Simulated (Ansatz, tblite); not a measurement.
# Si(vinyl)2(NHMe)2 (C6H14N2Si): a ladder of methods and basis sets

An exercise on one series of results from a longer session: the logs are not shown, and one member is left open.

Program: Ansatz 0.2.0, Gaussian basis. Level of theory: as each input shows. These are calculated values, not measurements.

The runs, in order: GFN1-xTB, GFN2-xTB, PBE-D4/def2-TZVP, r2SCAN-D4/def2-TZVP, HF/def2-TZVP, HSE06-D4/def2-TZVP, PBE-D4/def2-SVP, PBE0-D4/def2-SVP, HF/6-31G, B3LYP-D4/6-31G, MP2/def2-TZVP.

2 further runs of the same task are left out: 2 set aside as unsound or not needed. Runs told in other sessions of the task aren't counted.

**The geometry**

The geometry is that of the singlet, from an earlier relaxation (PBE-D4/def2-SVP).

23 atoms, charge 0, spin multiplicity 1.

Bond lengths: Si1–C2 1.886 Å, Si1–C7 1.886 Å, Si1–N12 1.744 Å, Si1–N18 1.743 Å, C2–C3 1.349 Å, C2–H4 1.108 Å, C3–H5 1.105 Å, C3–H6 1.105 Å, C7–C8 1.349 Å, C7–H9 1.108 Å, C8–H10 1.105 Å, C8–H11 1.105 Å, N12–C13 1.451 Å, N12–H14 1.022 Å, C13–H15 1.117 Å, C13–H16 1.110 Å, C13–H17 1.113 Å, N18–C19 1.450 Å and more. Angles: C2–Si1–C7 108.8°, C2–Si1–N12 105.9°, C2–Si1–N18 114.9°, C7–Si1–N12 114.9°, C7–Si1–N18 106.5°, N12–Si1–N18 106.1°, Si1–C2–C3 121.7°, Si1–C2–H4 120.4°, C3–C2–H4 117.9°, C2–C3–H5 120.8°, C2–C3–H6 122.9°, H5–C3–H6 116.3°, Si1–C7–C8 124.3°, Si1–C7–H9 118.0°, C8–C7–H9 117.7°, C7–C8–H10 121.5°, C7–C8–H11 122.7°, H10–C8–H11 115.9° and more.

PBE0-D4/def2-TZVP was run before; its log isn't repeated, and its numbers join the tables.

Set-up of the first run:

Tight binding, by tblite at 300 K electronic temperature and without a spin-polarisation term:

```python
tblite.interface.Calculator('GFN1-xTB', numbers, positions, charge=0, uhf=0).singlepoint()
```

Tight binding, by tblite at 300 K electronic temperature and without a spin-polarisation term:

```python
tblite.interface.Calculator('GFN2-xTB', numbers, positions, charge=0, uhf=0).singlepoint()
```

start.molden holds the orbitals of an earlier run on this state, given as this run's starting guess.

in.yaml

```yaml
crystal:
  periodic: [false, false, false]
  atoms:
    - {symbol: Si, position_ang: [-0.087890, 0.337725, 0.080159]}
    - {symbol: C, position_ang: [-0.169937, 0.706925, 1.927660]}
    - {symbol: C, position_ang: [-0.733157, -0.155978, 2.797942]}
    - {symbol: H, position_ang: [0.267637, 1.640897, 2.332501]}
    - {symbol: H, position_ang: [-1.177658, -1.104977, 2.446093]}
    - {symbol: H, position_ang: [-0.781255, 0.034232, 3.885074]}
    - {symbol: C, position_ang: [1.721414, 0.173843, -0.427262]}
    - {symbol: C, position_ang: [2.750597, 0.097880, 0.441644]}
    - {symbol: H, position_ang: [1.959968, 0.166723, -1.509438]}
    - {symbol: H, position_ang: [2.584159, 0.093880, 1.533927]}
    - {symbol: H, position_ang: [3.803990, 0.032760, 0.114182]}
    - {symbol: N, position_ang: [-0.955420, 1.630741, -0.705845]}
    - {symbol: C, position_ang: [-1.132621, 1.755691, -2.140497]}
    - {symbol: H, position_ang: [-1.064766, 2.505469, -0.188540]}
    - {symbol: H, position_ang: [-0.355971, 2.377224, -2.649625]}
    - {symbol: H, position_ang: [-1.097433, 0.745531, -2.598594]}
    - {symbol: H, position_ang: [-2.124018, 2.190887, -2.399630]}
    - {symbol: N, position_ang: [-0.875104, -1.138288, -0.408836]}
    - {symbol: C, position_ang: [-0.295120, -2.464468, -0.498278]}
    - {symbol: H, position_ang: [-1.897260, -1.117107, -0.447808]}
    - {symbol: H, position_ang: [-0.578029, -2.986062, -1.441249]}
    - {symbol: H, position_ang: [0.811181, -2.385979, -0.491501]}
    - {symbol: H, position_ang: [-0.573319, -3.137538, 0.347929]}
basis:
  gaussian: {orbitals: def2-TZVP, initial_orbitals: start.molden}
hamiltonian: {xc: pbe, dispersion: d4}
scf: {omitted_lower_state_checks: [starts]}
output: {orbitals: {seedname: orbitals}}
```

Started as:

```sh
> ansatz run in.yaml --threads 4 --pin off --events-out ev --progress --plain --max-ram 6963MiB
```

Among the steps run: PBE-D4/def2-TZVP; r2SCAN-D4/def2-TZVP; HF/def2-TZVP; HSE06-D4/def2-TZVP; PBE-D4/def2-SVP; PBE0-D4/def2-SVP; HF/6-31G; B3LYP-D4/6-31G; MP2/def2-TZVP.

One table of the session follows, with a row left open; its other results are not shown here.

It belongs to the step «Binding energy». 

```
              level  binding an atom (eV)
           HF/6-31G                 2.777
       HF/def2-TZVP                 2.993
    PBE-D4/def2-SVP                 4.234
   PBE-D4/def2-TZVP                 4.210
r2SCAN-D4/def2-TZVP                     ?
     B3LYP-D4/6-31G                 3.986
   PBE0-D4/def2-SVP                 4.166
  PBE0-D4/def2-TZVP                 4.138
 HSE06-D4/def2-TZVP                 4.141
      MP2/def2-TZVP                 4.013
```

Q: Estimate the row for r2SCAN-D4/def2-TZVP from the others.

The run gave: binding an atom (eV): 4.114. In the column «binding an atom (eV)» it lies between MP2/def2-TZVP (4.013) and PBE0-D4/def2-TZVP (4.138).

Limits of these values: Free atoms were run apart at each level; binding is atoms less cluster, divided by the number of atoms, without zero-point or spin-orbit terms.
